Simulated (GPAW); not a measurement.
The system is CaSi2Sb2.

```xyz
5
Lattice="4.9974 0.0000 0.0000 -2.4987 4.3279 0.0000 0.0000 0.0000 5.8617" Properties=species:S:1:pos:R:3 pbc="T T T"
Ca    0.0000    0.0000    0.0000
Si    0.0000    2.8852    1.5034
Si    2.4987    1.4426    4.3583
Sb    0.0000    2.8852    4.2345
Sb    2.4987    1.4426    1.6272
```

The cell was built by a generator and needn't be a form met in nature.

Base run:

* Program: GPAW 26.7.0
* Functional: LDA
* Potentials or basis: the program's PAW data sets (release 1.2.1) made for this functional
* Cutoff: 600 eV
* Basis: pw
* k mesh: 5 × 5 × 4
* Occupations: fermi-dirac, width 0.05 eV
* Spin: no spin polarisation

Its results: pressure -3.5 GPa; largest force 0.156 eV/Å.

Question: The run is repeated on the same cell with these changes: functional from LDA to RPBE. What comes out?

Answer: Pressure 1.3 GPa; largest force 0.104 eV/Å.

RPBE binds less tightly than LDA, so the same cell stands under more pressure.

Not every run made on this cell is shown here.
